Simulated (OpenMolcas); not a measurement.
# Ir⁴⁺ among point charges: CASSCF and CASPT2 levels and susceptibility

Aim: the splitting of the states of Ir⁴⁺ in the field of 6 point charges, its lowest levels with spin-orbit coupling and its magnetic susceptibility.

Program: OpenMolcas 26.06. Level of theory: state-averaged CASSCF and CASPT2, spin-orbit coupling by RASSI with atomic mean-field integrals. These are calculated values, not measurements, unless marked.

### Step 1. The atom as given

- Species: Ir⁴⁺ (iridium, Z = 77, 73 electrons)
- Basis: ANO-RCC-VDZP [7s6p4d2f], 59 functions
- Scalar Hamiltonian: DKH2, point nucleus
- Inactive shells: 1s 2s 2p 3s 3p 3d 4s 4p 4d 4f 5s 5p
- Active space: 5 electrons in 5 orbitals (5d)
- Some configurations of this space: 5d⁵
- Orbitals: optimised for each spin and parity, averaged over all roots

The outer shells:

5d5
```
5d [↑ ][↑ ][↑ ][↑ ][↑ ]
```

The ion sits among 6 point charges of -1 e arranged as an octahedron (Oh), 1.92 Å from the ion.

Each step is its own input file, run in one work folder so that later steps find the files of earlier ones. Labels, J, g values, rates, χT and fits are worked out afterwards by a script from the matrices that RASSI stores. The input lists half of the charges; inversion (Group=XYZ) makes the rest.

### Step 2. Basis and integrals

Input file a.inp:

```
&GATEWAY
Coord
1

Ir 0.0 0.0 0.0
Basis=ANO-RCC-VDZP
Group=XYZ
NoMove
AngMom=0.0 0.0 0.0
AMFI
XField
3 Angstrom 0
1.920000 0.000000 0.000000 -1.000000
0.000000 1.920000 0.000000 -1.000000
0.000000 0.000000 1.920000 -1.000000
&SEWARD
```

The run is started by

```sh
OMP_NUM_THREADS=1 MOLCAS_MEM=1689 MOLCAS_PROJECT=a pymolcas a.inp > a.log
```

### Step 3. Reference wave functions, sextets of even parity, 1 root

Input file a.inp:

```
&RASSCF
FileOrb=start.orb
Symmetry=1
Spin=6
nActEl=5 0 0
Inactive=15 19
Ras2=5 0
CIRoot=1 1 1
SDav=1
CIMx=300
Iter=120 100
PrWF=0.3
OrbListing=Nothing
MaxOrb=0
>>> COPY $Project.JobIph JOB001
```

start.orb holds the contracted functions of the basis, ordered by shell, or the orbitals of the step before.

### Step 4. CASSCF: quartets of even parity, 24 roots

Input file a.inp:

```
&RASSCF
FileOrb=start.orb
Symmetry=1
Spin=4
nActEl=5 0 0
Inactive=15 19
Ras2=5 0
CIRoot=24 24 1
SDav=24
CIMx=300
Iter=120 100
PrWF=0.3
OrbListing=Nothing
MaxOrb=0
>>> COPY $Project.JobIph JOB002
```

### Step 5. Reference wave functions, doublets of even parity, 75 roots

Input file a.inp:

```
&RASSCF
FileOrb=start.orb
Symmetry=1
Spin=2
nActEl=5 0 0
Inactive=15 19
Ras2=5 0
CIRoot=75 75 1
SDav=75
CIMx=300
Iter=120 100
PrWF=0.3
OrbListing=Nothing
MaxOrb=0
>>> COPY $Project.JobIph JOB003
```

### Step 6. RASSI: spin-orbit coupling between the states

Input file a.inp:

```
&RASSI
NrOfJobIphs=3 1 24 75
1
1 2 3 4 5 6 7 8 9 10 11 12 13 14 15 16 17 18 19 20 21 22 23 24
1 2 3 4 5 6 7 8 9 10 11 12 13 14 15 16 17 18 19 20 21 22 23 24 25 26 27
28 29 30 31 32 33 34 35 36 37 38 39 40 41 42 43 44 45 46 47 48 49 50 51
52 53 54 55 56 57 58 59 60 61 62 63 64 65 66 67 68 69 70 71 72 73 74 75
IphNames
JOB001
JOB002
JOB003
EJob
SpinOrbit
DIPRint=1.0
SOCoupling=1000.0
Subsets=2
Property=9
'ANGMOM' 1 'ANGMOM' 2 'ANGMOM' 3 'MLTPL  1' 1 'MLTPL  1' 2 'MLTPL  1' 3
'AMFI' 1 'AMFI' 2 'AMFI' 3
SOProperty=3
'ANGMOM' 1 'ANGMOM' 2 'ANGMOM' 3
```

### Step 7. CASPT2: IPEA 0.25, imaginary shift 0.1 (closed shells correlated: 5s 5p)

Input file a.inp:

```
>>> COPY JOB001 $Project.JobIph
&CASPT2
Multistate=1 1
Frozen=14 16
IPEA=0.25
Imaginary=0.1
MaxIter=60
WThr=0.0 0.3 0.05
PrWF=0.5
NoMix
>>> COPY JOB002 $Project.JobIph
&CASPT2
Multistate=24 1 2 3 4 5 6 7 8 9 10 11 12 13 14 15 16 17 18 19 20 21 22
23 24
NoMult
Frozen=14 16
IPEA=0.25
Imaginary=0.1
MaxIter=60
WThr=0.0 0.3 0.05
PrWF=0.5
NoMix
>>> COPY JOB003 $Project.JobIph
&CASPT2
Multistate=75 1 2 3 4 5 6 7 8 9 10 11 12 13 14 15 16 17 18 19 20 21 22
23 24 25 26 27 28 29 30 31 32 33 34 35 36 37 38 39 40 41 42 43 44 45 46
47 48 49 50 51 52 53 54 55 56 57 58 59 60 61 62 63 64 65 66 67 68 69 70
71 72 73 74 75
NoMult
Frozen=14 16
IPEA=0.25
Imaginary=0.1
MaxIter=60
WThr=0.0 0.3 0.05
PrWF=0.5
NoMix
```

(Steps that only read results are left out.)

**Question.** What will these runs give? Wanted: spin-free ground state; lowest level; next level.

The runs gave:

| quantity | value |
| --- | --- |
| method | SS-CASPT2, IPEA 0.25, imaginary shift 0.1 (closed shells correlated: 5s 5p) |
| spin-free ground state | 6A1, 1-fold in its orbital part |
| lowest level | 2-fold Γ7, g = 3.19, 3.19, 3.19 |
| next level | 138.6 cm⁻¹ |
| χT at 300 K | 3.96 cm³ K/mol |
| effective moment at 300 K | 5.63 μB |

Cost by method:

```tsv
method	time of its own steps	time with the reference
A. CASSCF	22 s	22 s
B. SS-CASPT2, IPEA 0.25, imaginary shift 0.1, +5s 5p	6.6 s	29 s
```

Times are of one thread on a shared host.

In words: The spin-free ground state (6A1) comes to 100 % from free-ion S terms and keeps the highest spin of the shell. χT at 300 K is 3.96, against 4.39 cm³ K/mol for the spin alone, so spin-orbit coupling lowers it. An active space of the d shell alone favours high spin; real ions in strong fields can be low spin. A ligand-field fit to the states below 45000 cm-1 gives 10Dq = 5683 cm-1, B = 772 cm-1 and C = 3547 cm-1 (C/B = 4.59), with a deviation of 444 cm-1. CASPT2 does not keep the components of a term degenerate, and the means are used. The field of point charges can differ much from that of real complexes. With metal d orbitals alone active, the gaps between spin states are rough; where two lie within a few thousand cm-1, their order is open. This is an electrostatic model: the charges have no orbitals.
